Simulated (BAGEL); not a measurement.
# SiH4S2O (SMILES O[SiH2]SS): B3LYP/cc-pVDZ (density fitting with qzvpp-jkfit)

What is the energy change on altering one bond length of SiH4S2O at B3LYP/cc-pVDZ (density fitting with qzvpp-jkfit)? 

The results are computed with BAGEL 1.2.2.

16 further runs of the same task are left out: 16 set aside as unsound or not needed.

**1. The system as given**

The species is SiH4S2O (8 atoms), meant as a singlet with charge 0. As SMILES, `O[SiH2]SS`. The coordinates come from a PBE0-D4/def2-TZVP relaxation. This is one conformer, not always the lowest.

Bond lengths: O1–Si2 1.637 Å, Si2–S3 2.146 Å, S3–S4 2.068 Å, O1–H5 0.960 Å, Si2–H6 1.484 Å, Si2–H7 1.480 Å, S4–H8 1.347 Å. Angles: O1–Si2–S3 112.9°, Si2–S3–S4 95.0°, O1–Si2–H6 111.0°, O1–Si2–H7 107.0°, S3–Si2–H6 106.9°, S3–Si2–H7 106.6°, Si2–O1–H5 116.1°, S3–S4–H8 98.4°, H6–Si2–H7 112.3°.

**2. A single-point energy at B3LYP/cc-pVDZ (density fitting with qzvpp-jkfit)**

File input.json:

```json
{ "bagel": [

{
  "title": "molecule",
  "basis": "cc-pvdz.json",
  "df_basis": "qzvpp-jkfit",
  "angstrom": true,
  "geometry": [
    { "atom": "O", "xyz": [    0.267700,    1.142800,   -1.342000 ] },
    { "atom": "Si", "xyz": [    0.928500,    0.284000,   -0.115400 ] },
    { "atom": "S", "xyz": [    0.155000,   -1.713700,    0.018200 ] },
    { "atom": "S", "xyz": [   -1.811500,   -1.128300,    0.276200 ] },
    { "atom": "H", "xyz": [   -0.681500,    1.279900,   -1.299000 ] },
    { "atom": "H", "xyz": [    0.669200,    0.936800,    1.192300 ] },
    { "atom": "H", "xyz": [    2.374700,    0.159000,   -0.404700 ] },
    { "atom": "H", "xyz": [   -1.810000,   -1.017500,    1.618400 ] }
  ]
},
{ "title": "ks", "xc_func": "b3lyp" },
{ "title": "print", "file": "orbitals.molden", "orbitals": true }

]}
```

The basis set cc-pVDZ is read from a file made from the Basis Set Exchange's data (not shown).

Started as:

```bash
$ BAGEL_NUM_THREADS=1 BAGEL input.json > input.out
```

The log of the run:

```text
* using 1 threads per process

  ===============================================================
  ===============================================================

  *** Geometry ***

  { "atom" : "O", "xyz" : [      0.505880,      2.159579,     -2.536012 ] },
  { "atom" : "Si", "xyz" : [      1.754611,      0.536682,     -0.218074 ] },
  { "atom" : "S", "xyz" : [      0.292908,     -3.238424,      0.034393 ] },
  { "atom" : "S", "xyz" : [     -3.423239,     -2.132178,      0.521942 ] },
  { "atom" : "H", "xyz" : [     -1.287848,      2.418660,     -2.454754 ] },
  { "atom" : "H", "xyz" : [      1.264605,      1.770295,      2.253120 ] },
  { "atom" : "H", "xyz" : [      4.487533,      0.300466,     -0.764772 ] },
  { "atom" : "H", "xyz" : [     -3.420404,     -1.922796,      3.058333 ] },

  Number of auxiliary basis functions:      533

  Since a DF basis is specified, we compute 2- and 3-index integrals:
    o Being stored without compression. Storage requirement is 0.033 GB

  Number of basis functions:       88
  Number of electrons      :       58

    * METHOD: MOLECULE                             0.21

  *** Kohn-Sham DFT ***

    * Removing 14855 points whose weight is below 1.00e-10
    * Grid points: 104393

  === Nuclear Repulsion ===
   286.0654600861

       - DIIS with orbital gradients will be used.

  === KS iteration (b3lyp / cc-pvdz.json) ===
      0      -1140.86274931          0.09723163           0.46
      1      -1132.67716074          0.11303976           0.45
      2      -1106.21666441          0.09538626           0.39
      3      -1109.85036761          0.16059555           0.39
      4      -1146.32514045          0.12085873           0.38
      5      -1160.41117271          0.05225374           0.38
      6      -1163.43184288          0.01506400           0.38
      7      -1163.53163655          0.00921230           0.39
      8      -1163.60626935          0.00356732           0.39
      9      -1163.61394439          0.00224218           0.39
     10      -1163.61733436          0.00035208           0.39
     11      -1163.61741075          0.00007678           0.40
     12      -1163.61741451          0.00001648           0.40
     13      -1163.61741471          0.00000671           0.39
     14      -1163.61741474          0.00000257           0.41
     15      -1163.61741474          0.00000060           0.40
     16      -1163.61741474          0.00000025           0.41
     17      -1163.61741474          0.00000006           0.40
     18      -1163.61741474          0.00000003           0.39
     19      -1163.61741474          0.00000001           0.39
    * SCF iteration converged.

    * Permanent dipole moment:
           (    0.354889,    -0.351966,    -0.506416) a.u.

    * METHOD: KS                                   8.55

    * METHOD: PRINT                                0.01

  ===============================================================
```

Wall time 9.3 s (1 thread of Intel Xeon 6975P-C (Granite Rapids), shared host); peak memory 0.47 GiB.

**3. The distorted shape, same level**

File calc.json:

```json
{ "bagel": [

{
  "title": "molecule",
  "basis": "cc-pvdz.json",
  "df_basis": "qzvpp-jkfit",
  "angstrom": true,
  "geometry": [
    { "atom": "O", "xyz": [    0.069457,    1.400444,   -1.709986 ] },
    { "atom": "Si", "xyz": [    0.928500,    0.284000,   -0.115400 ] },
    { "atom": "S", "xyz": [    0.155000,   -1.713700,    0.018200 ] },
    { "atom": "S", "xyz": [   -1.811500,   -1.128300,    0.276200 ] },
    { "atom": "H", "xyz": [   -0.879743,    1.537544,   -1.666986 ] },
    { "atom": "H", "xyz": [    0.669200,    0.936800,    1.192300 ] },
    { "atom": "H", "xyz": [    2.374700,    0.159000,   -0.404700 ] },
    { "atom": "H", "xyz": [   -1.810000,   -1.017500,    1.618400 ] }
  ]
},
{ "title": "ks", "xc_func": "b3lyp" },
{ "title": "print", "file": "orbitals.molden", "orbitals": true }

]}
```

The basis set cc-pVDZ is read from a file made from the Basis Set Exchange's data (not shown).

Started as:

```bash
$ BAGEL_NUM_THREADS=1 BAGEL calc.json > calc.out
```

The log of the run:

```text
* using 1 threads per process

  ===============================================================
  ===============================================================

  *** Geometry ***

  { "atom" : "O", "xyz" : [      0.131255,      2.646456,     -3.231405 ] },
  { "atom" : "Si", "xyz" : [      1.754611,      0.536682,     -0.218074 ] },
  { "atom" : "S", "xyz" : [      0.292908,     -3.238424,      0.034393 ] },
  { "atom" : "S", "xyz" : [     -3.423239,     -2.132178,      0.521942 ] },
  { "atom" : "H", "xyz" : [     -1.662473,      2.905537,     -3.150147 ] },
  { "atom" : "H", "xyz" : [      1.264605,      1.770295,      2.253120 ] },
  { "atom" : "H", "xyz" : [      4.487533,      0.300466,     -0.764772 ] },
  { "atom" : "H", "xyz" : [     -3.420404,     -1.922796,      3.058333 ] },

  Number of auxiliary basis functions:      533

  Since a DF basis is specified, we compute 2- and 3-index integrals:
    o Being stored without compression. Storage requirement is 0.033 GB

  Number of basis functions:       88
  Number of electrons      :       58

    * METHOD: MOLECULE                             0.33

  *** Kohn-Sham DFT ***

    * Removing 14189 points whose weight is below 1.00e-10
    * Grid points: 105059

  === Nuclear Repulsion ===
   272.3204716964

       - DIIS with orbital gradients will be used.

  === KS iteration (b3lyp / cc-pvdz.json) ===
      0      -1131.63511312          0.09254131           0.44
      1      -1090.49417996          0.14028633           0.51
      2      -1109.83529046          0.08070374           0.41
      3      -1120.64818527          0.10320141           0.42
      4      -1151.74236568          0.10325045           0.42
      5      -1147.22557841          0.10168571           0.40
      6      -1149.55727368          0.10251591           0.41
      7      -1137.07545312          0.11436570           0.39
      8      -1106.43998414          0.10439113           0.40
      9      -1146.76156933          0.09426704           0.39
     10      -1160.53797088          0.05022775           0.38
     11      -1160.97030598          0.04532852           0.38
     12      -1161.14456229          0.04253756           0.39
     13      -1163.29788954          0.01623119           0.43
     14      -1160.66651284          0.04863576           0.41
     15      -1163.49064711          0.00944504           0.41
     16      -1163.55456050          0.00328121           0.41
     17      -1163.56267807          0.00064963           0.42
     18      -1163.56293372          0.00031085           0.41
     19      -1163.56299874          0.00016544           0.40
     20      -1163.56302368          0.00006174           0.41
     21      -1163.56302681          0.00001703           0.42
     22      -1163.56302699          0.00000200           0.41
     23      -1163.56302699          0.00000118           0.40
     24      -1163.56302699          0.00000021           0.40
     25      -1163.56302699          0.00000011           0.40
     26      -1163.56302699          0.00000007           0.41
     27      -1163.56302699          0.00000002           0.42
     28      -1163.56302699          0.00000001           0.41
    * SCF iteration converged.

    * Permanent dipole moment:
           (    0.172860,     0.086675,    -1.004702) a.u.

    * METHOD: KS                                  12.48

    * METHOD: PRINT                                0.01

  ===============================================================
```

It took 13 s on 1 thread of Intel Xeon 6975P-C (Granite Rapids), shared host; peak memory 0.47 GiB.

**4. Outcome**

At B3LYP/cc-pVDZ (density fitting with qzvpp-jkfit):

| quantity | value |
| --- | --- |
| first shape: total energy | -1163.61741 Eh |
| first shape: dipole moment | 1.81 D |
| first shape: HOMO energy | -7.03 eV |
| first shape: LUMO energy | -1.25 eV |
| first shape: HOMO–LUMO gap | 5.79 eV |
| distorted shape: total energy | -1163.56303 Eh |
| distorted shape: dipole moment | 2.60 D |
| distorted shape: HOMO energy | -7.15 eV |
| distorted shape: LUMO energy | -1.65 eV |
| distorted shape: HOMO–LUMO gap | 5.50 eV |
| energy change with the O1–Si2 bond stretched from 1.637 to 2.128 Å | 1.480 eV |

**Reading.** With the O1–Si2 bond stretched from 1.637 to 2.128 Å the energy rises by 1.48 eV (34 kcal/mol). The first shape isn't relaxed at this level, so the change isn't measured from a minimum.
